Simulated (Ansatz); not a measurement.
# AlAs+ (doublet): wave-function methods side by side at distance Al1–As2 = 3.448 Å, cc-pVDZ

The task here is to estimate one member of a computed series from the others.

The runs use Ansatz 0.2.0, Gaussian basis; cc-pVDZ, core rule «outside noble gas», up to 19 orbitals frozen.

Plan: UHF; CCSD(T) on ROHF; CCSD(T) on UHF; BCCD(T) on ROHF; CISD; CCSDT(Q) on ROHF; CCSDT(Q) on UHF; CASSCF and MRCISD+Q, 3 electrons in 3 orbitals; CASSCF and NEVPT2, 3 electrons in 3 orbitals; Full CI.

28 further runs of the same task are left out: 8 for a known fault of the program, 13 that didn't finish, 7 set aside as unsound or not needed.

## The geometry

The geometry derives from a PBE0/def2-TZVP stationary point (not a proven minimum). One bond is set to the value named and the two fragments are kept rigid. No spin-orbit coupling is included. The filled d shell of As may be among the frozen orbitals whatever the setting's name suggests; the logs give the count.

2 atoms, charge 1, spin multiplicity 2.

Atoms are counted from 1 here; the program's logs count them from 0.

No contacts short enough for the rule that draws bonds.

The first run:

Contents of in.yaml:

```yaml
crystal:
  periodic: [false, false, false]
  atoms:
    - {symbol: Al, position_ang: [0.000000, 0.000000, 0.000000]}
    - {symbol: As, position_ang: [0.000000, 0.000000, 3.448000]}
basis:
  gaussian: {orbitals: cc-pVDZ}
total_charge: 1
magnetization: {spin_polarized: true, initial_magnetization: 1}
hamiltonian: {xc: hf}
output: {orbitals: {seedname: orbitals}}
```

Launch:

```sh
ansatz run in.yaml --threads 1 --pin off --events-out ev --progress --plain --max-ram 2393MiB
```

Among the steps run: UHF; CCSD(T) on ROHF; CCSD(T) on UHF; BCCD(T) on ROHF; CISD; CCSDT(Q) on ROHF; CCSDT(Q) on UHF; CASSCF and MRCISD+Q, 3 electrons in 3 orbitals; CASSCF and NEVPT2, 3 electrons in 3 orbitals; Full CI.

One table of the session follows, with a row left open; its other results are not shown here.

```
   method  from FCI (meV)
     ROHF         +3609.2
     RMP2         +1080.4
     CISD          +391.4
    RCCSD          +139.8
 RCCSD(T)           +53.7
  BCCD(T)           +54.1
   RCCSDT               ?
RCCSDT(Q)            +2.9
      FCI               0
```

Q: Estimate the row for RCCSDT from the others.

The run gave: from FCI (meV): +12.0. In the column «from FCI (meV)» it lies between RCCSDT(Q) (+2.9) and RCCSD(T) (+53.7).

Left out of the table: CASSCF pair, NEVPT2 pair, MRCISD pair, MRCISD+Q pair (the active space lost an orbital or holds another state than full CI finds).

Caveats from the session: Left out of the table: UHF, UMP2, UCCSD, UCCSD(T), UCCSDT, UCCSDT(Q) (another determinant or state than the rows shown). Warnings in the runs' records: passed over end.
